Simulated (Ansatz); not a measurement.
# C₂H₄FNOSi: one species, many methods

Aim: compute C₂H₄FNOSi with functionals from several rungs and with coupled cluster. The yardstick is the atomisation energy at the CCSD(T) limit.

The runs use Ansatz 0.2.0, Gaussian basis; functionals in def2-TZVPP, the program's frozen cores in correlated methods.

The runs, in order: LDA (SPW92), PBE-D4, revPBE-D4, BLYP-D4, r2SCAN-D4, B97M-V, PBE0-D4, B3LYP-D4, r2SCANh-D4, r2SCAN0-D4, HSE06-D4, BHLYP-D4, CAM-B3LYP-D4, LC-ωPBE, ωB97X-V, ωB97M-V, B2PLYP, PBE-QIDH; CCSD(T)/def2-SVP; CCSD(T)/def2-TZVPP; MP2/def2-QZVPP; extrapolation to the limit; RPA on PBE.

## (1) The geometry

An earlier PBE0-D4 in a triple-zeta def2 set relaxation fixed the geometry.

10 atoms, charge 0, spin multiplicity 1.

Atoms are counted from 1 here; the program's logs count them from 0.

Bond lengths: F1–Si2 1.594 Å, Si2–C3 1.892 Å, Si2–N6 1.728 Å, Si2–H7 1.476 Å, C3–O4 1.447 Å, C3–H8 1.092 Å, C3–H9 1.091 Å, O4–C5 1.347 Å, C5–N6 1.267 Å, C5–H10 1.090 Å. Angles: F1–Si2–C3 112.2°, F1–Si2–N6 112.6°, F1–Si2–H7 106.3°, C3–Si2–N6 93.2°, C3–Si2–H7 117.3°, N6–Si2–H7 115.2°, Si2–C3–O4 102.5°, Si2–C3–H8 114.5°, Si2–C3–H9 115.3°, O4–C3–H8 107.6°, O4–C3–H9 107.9°, H8–C3–H9 108.5°, C3–O4–C5 111.6°, O4–C5–N6 125.4°, O4–C5–H10 110.3°, N6–C5–H10 124.4°, Si2–N6–C5 107.3°.

## (2) LDA

This LDA is Slater exchange with PW92 correlation.

in.yaml

```yaml
crystal:
  periodic: [false, false, false]
  atoms:
    - {symbol: F, position_ang: [-2.102318, -1.020022, 0.580270]}
    - {symbol: Si, position_ang: [-0.705523, -0.312453, 0.879085]}
    - {symbol: C, position_ang: [0.641588, -0.845555, -0.338269]}
    - {symbol: O, position_ang: [0.889237, 0.370480, -1.081568]}
    - {symbol: C, position_ang: [0.158273, 1.398502, -0.609249]}
    - {symbol: N, position_ang: [-0.666202, 1.331935, 0.350358]}
    - {symbol: H, position_ang: [-0.437652, -0.517235, 2.316303]}
    - {symbol: H, position_ang: [1.582327, -1.144309, 0.128985]}
    - {symbol: H, position_ang: [0.347753, -1.618961, -1.050195]}
    - {symbol: H, position_ang: [0.375517, 2.306420, -1.172818]}
basis:
  gaussian: {orbitals: def2-TZVPP}
hamiltonian: {xc: lda}
output: {orbitals: {seedname: orbitals}}
```

Run with:

```bash
$ ansatz run in.yaml --threads 4 --pin off --events-out ev --progress --plain --max-ram 10444MiB
```

After this run come: PBE-D4 (GGA); revPBE-D4 (GGA); BLYP-D4 (GGA); r2SCAN-D4 (meta-GGA); B97M-V (meta-GGA); PBE0-D4 (hybrid); B3LYP-D4 (hybrid); r2SCANh-D4 (hybrid); r2SCAN0-D4 (hybrid); HSE06-D4 (hybrid); BHLYP-D4 (hybrid); CAM-B3LYP-D4 (range-separated); LC-ωPBE (range-separated); ωB97X-V (range-separated); ωB97M-V (range-separated); B2PLYP (double hybrid); PBE-QIDH (double hybrid); CCSD(T) in def2-SVP; CCSD(T) in def2-TZVPP; MP2 in def2-QZVPP; RPA on PBE orbitals.

Q: Predict the results of all the runs planned. Wanted: atomisation energy, CCSD(T)/CBS; farthest beyond LDA; mean size of error, GGA; mean size of error, meta-GGA; mean size of error, hybrid; mean size of error, range-separated; mean size of error, double hybrid; gap, smallest and largest; T1 diagnostic.

The runs gave:

| quantity | value |
| --- | --- |
| atomisation energy, CCSD(T)/CBS | 4177.2 kJ/mol |
| functionals within 20.9 kJ/mol (0.5 %) | revPBE-D4, r2SCAN-D4, B97M-V, PBE0-D4, B3LYP-D4, HSE06-D4, LC-ωPBE |
| farthest beyond LDA | BHLYP-D4 (-175.7 kJ/mol) |
| mean size of error, GGA | 56.5 kJ/mol |
| mean size of error, meta-GGA | 11.0 kJ/mol |
| mean size of error, hybrid | 54.3 kJ/mol |
| mean size of error, range-separated | 19.5 kJ/mol |
| mean size of error, double hybrid | 34.7 kJ/mol |
| gap, smallest and largest | 4.99 eV (LDA (SPW92)), 12.74 eV (LC-ωPBE) |
| T1 diagnostic | 0.0149 |
| triples share of the correlation energy | 4.0 % |

The LDA atomisation energy is off by 710.4 kJ/mol (17 %): it overbinds. PBE-D4 misses by +137.1 kJ/mol. Double hybrids carry the basis error of their MP2 part in triple zeta, and no dispersion term here, so their miss is partly the set-up's. The rungs meta-GGA, range-separated miss on average by less than the doubt on the reference (20.9 kJ/mol), so they tie. The reference freezes the cores and leaves out relativity and excitations past (T), so misses under about 20.9 kJ/mol can't be ranked. Hartree-Fock recovers 69 % of the binding; the rest is correlation. CCSD(T) in def2-SVP is off by -289.2 kJ/mol, which most functionals beat. Orbital gaps span 5.0 to 12.7 eV; exact exchange widens them.
